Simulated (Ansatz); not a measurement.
# HfSnTeS3: the cost of one run

Computed with Ansatz 0.2.0 (DFT PBE, scalar-relativistic, plane waves, PAW, unless a step's input says otherwise).

**1. The structure to begin with**

It takes space group P2/m (No. 10, monoclinic). Conventional cell: a = 5.937 Å, b = 4.840 Å, c = 6.067 Å, α = 90.00°, β = 118.58°, γ = 90.00°. Hf (site symmetry 2/m) is surrounded by 10 S at 3.47 to 3.91 Å and 4 Te at 3.83 Å and 4 Sn at 3.88 Å. Around Sn (site symmetry 2/m) lie 6 S at 2.96 to 2.97 Å and 2 Te at 3.07 Å. Around Te (site symmetry 2/m) lie 6 S at 3.03 to 3.05 Å and 2 Sn at 3.07 Å and 4 Hf at 3.83 Å. S (site symmetry m) has 4 S at 2.95 to 3.40 Å and 2 Sn at 2.96 Å and 2 Te at 3.05 Å and 3 Hf at 3.47 to 3.52 Å as nearest neighbours. S (site symmetry 2/m) has 4 S at 2.95 Å and 2 Sn at 2.97 Å and 2 Te at 3.03 Å and 4 Hf at 3.91 Å as nearest neighbours.

As a file:

```cif
data_structure
_symmetry_space_group_name_H-M 'P 1'
_symmetry_Int_Tables_number 1
_cell_length_a 5.9370
_cell_length_b 4.8399
_cell_length_c 6.0672
_cell_angle_alpha 90.000
_cell_angle_beta 118.578
_cell_angle_gamma 90.000
_cell_volume 153.10
loop_
_atom_site_label
_atom_site_type_symbol
_atom_site_fract_x
_atom_site_fract_y
_atom_site_fract_z
_atom_site_occupancy
Hf1 Hf 0.00000 0.00000 0.00000 1
Sn1 Sn 0.00000 0.50000 0.50000 1
Te1 Te 0.50000 0.50000 0.00000 1
S1 S 0.32627 0.00000 0.65177 1
S2 S 0.67373 0.00000 0.34823 1
S3 S 0.50000 0.50000 0.50000 1
```

A structure generator made this guess: species swapped into a database cell of DyGaFeCo3 (P2/m, No. 10), with Hf on the Dy sites, Te on the Ga sites, Sn on the Fe sites and S on the Co sites. Its size is a rough estimate.

**2. A first look at the guess**

File input.yaml:

```yaml
crystal:
  lattice:
    - [5.93697843, 0.0, 0.0]
    - [0.0, 4.83988211, 0.0]
    - [-2.90224966, 0.0, 5.32800699]
  atoms:
    - { symbol: Hf, position: [0.0, 0.0, 0.0] }
    - { symbol: Sn, position: [0.0, 0.5, 0.5] }
    - { symbol: Te, position: [0.5, 0.5, 0.0] }
    - { symbol: S, position: [0.32627001, 0.0, 0.651766] }
    - { symbol: S, position: [0.67372999, 0.0, 0.348234] }
    - { symbol: S, position: [0.5, 0.5, 0.5] }
basis:
  ecutwfc: 420
kpoints:
  mp_grid: { grid: [4, 4, 4] }
hamiltonian:
  xc: pbe
scf:
  occupations: { method: gaussian, width: 0.1 }
  lower_state_search: "off"
output:
  forces: true
  stress: true
  eigenvalues: true
```

Launch:

```
$ ansatz run input.yaml --threads 1 --pin off --max-ram 2560MiB --backend cpu --events-out ev --progress --plain --runs-dir out
```

What time and memory should one allow on 1 thread of Intel Xeon at 2.70GHz, shared host?

About 18 s, with a peak of 0.54 GiB.
